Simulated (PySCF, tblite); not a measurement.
**C4H7AlO2: geometry, infrared bands and NMR shifts**

What infrared bands and NMR shifts should C4H7AlO2 (`C=[CH][Al]1[O]CC[O]1`) show?

Programs: tblite 0.8.0 and PySCF 2.14.0, with density-fitted response routines of our own. Each step states its level of theory. These are calculated values for one molecule in the gas phase, unless marked as measured. Atoms count from 0, in the outputs and in this text.

**1. The starting structure**

14 atoms, charge 0, multiplicity 1; geometry from: force field or distance geometry start.

Bonds of the start (Å): C0–C1 1.33, C1–Al2 1.96, Al2–O3 1.81, O3–C4 1.41, C4–C5 1.55, C5–O6 1.41, O6–Al2 1.80, C0–H7 1.08, C0–H8 1.09, C1–H9 1.10, C4–H10 1.11, C4–H11 1.12, C5–H12 1.11, C5–H13 1.11.

**2. Optimising the geometry with GFN2-xTB**

What the job is given:

```
{"job": {"kind": "relax", "xc": "GFN2-xTB", "basis": "xTB"}, "charge": 0, "multiplicity": 1}
C      2.721500    -0.460000    -0.820600
C      1.986200    -0.826700     0.226600
Al     0.553800     0.301500     0.952900
O     -0.294900     1.424800    -0.190200
C     -1.523000     0.738900    -0.275900
C     -1.939600     0.091400     1.066700
O     -0.849700    -0.483800     1.756200
H      3.508100    -1.097000    -1.188900
H      2.530200     0.485100    -1.318200
H      2.187700    -1.782200     0.725600
H     -2.308600     1.463900    -0.590900
H     -1.470700    -0.036200    -1.083900
H     -2.708200    -0.686300     0.891700
H     -2.393300     0.866300     1.717100
```

Command:

```console
$ OMP_NUM_THREADS=1 python probes_run.py task.json out
```

One launch serves the whole session: the jobs run in the order shown.

**Question.** This job is followed by: GFN2-xTB harmonic vibrations, gas phase; GIAO PBE0/pcSseg-1 NMR shielding, non-relativistic, gas phase. Predict these results of the whole session: strongest single infrared mode (GFN2-xTB); zero-point energy (GFN2-xTB); 13C shifts against TMS (PBE0/pcSseg-1, means over atoms taken as alike); 1H shifts against TMS (PBE0/pcSseg-1, means over atoms taken as alike); 27Al shifts against AlH4- (PBE0/pcSseg-1); 17O shifts against H2O (PBE0/pcSseg-1, means over atoms taken as alike); surface potential, 1st and 99th percentile.

The runs gave:

| quantity | value |
| --- | --- |
| strongest single infrared mode (GFN2-xTB) | 1065 cm⁻¹, 222 km/mol |
| zero-point energy (GFN2-xTB) | 64.7 kcal/mol |
| 13C shifts against TMS (PBE0/pcSseg-1, means over atoms taken as alike) | 155.7, 135.7, 67.0 ppm |
| 1H shifts against TMS (PBE0/pcSseg-1, means over atoms taken as alike) | 7.02, 6.73, 6.37, 4.32 ppm |
| 27Al shifts against AlH4- (PBE0/pcSseg-1) | 74.0 ppm |
| 17O shifts against H2O (PBE0/pcSseg-1, means over atoms taken as alike) | 41.1 ppm |
| surface potential, 1st and 99th percentile | -1.65 V and 2.48 V |

**Reading.** Relaxing lowered the energy by 0.661 eV in 68 steps; the close pair that moved most is Al2–O3, from 1.813 to 1.706 Å. No mode is imaginary among the 36: a minimum at this level. The strongest single mode, at 1065 cm⁻¹, is spread over several atoms, C5, C4, O6, O3 among them. Unscaled tight-binding wavenumbers are off by several per cent, some by more. Its intensities can rank the bands wrongly. The most deshielded carbon is C0 (terminal =CH2 carbon), at 155.7 ppm: an sp2 carbon of a C=C bond. At PBE0/pcSseg-1: The largest span, 269 ppm, is at C0, where the paramagnetic term is -222 ppm. At PBE0/pcSseg-1, counted by nearest atom on the grid, the HOMO lies on O3, O6 about 31 % each; 4 H atoms about 7 % each, the LUMO on C0, C1 about 24 % each; Al2 24 %.
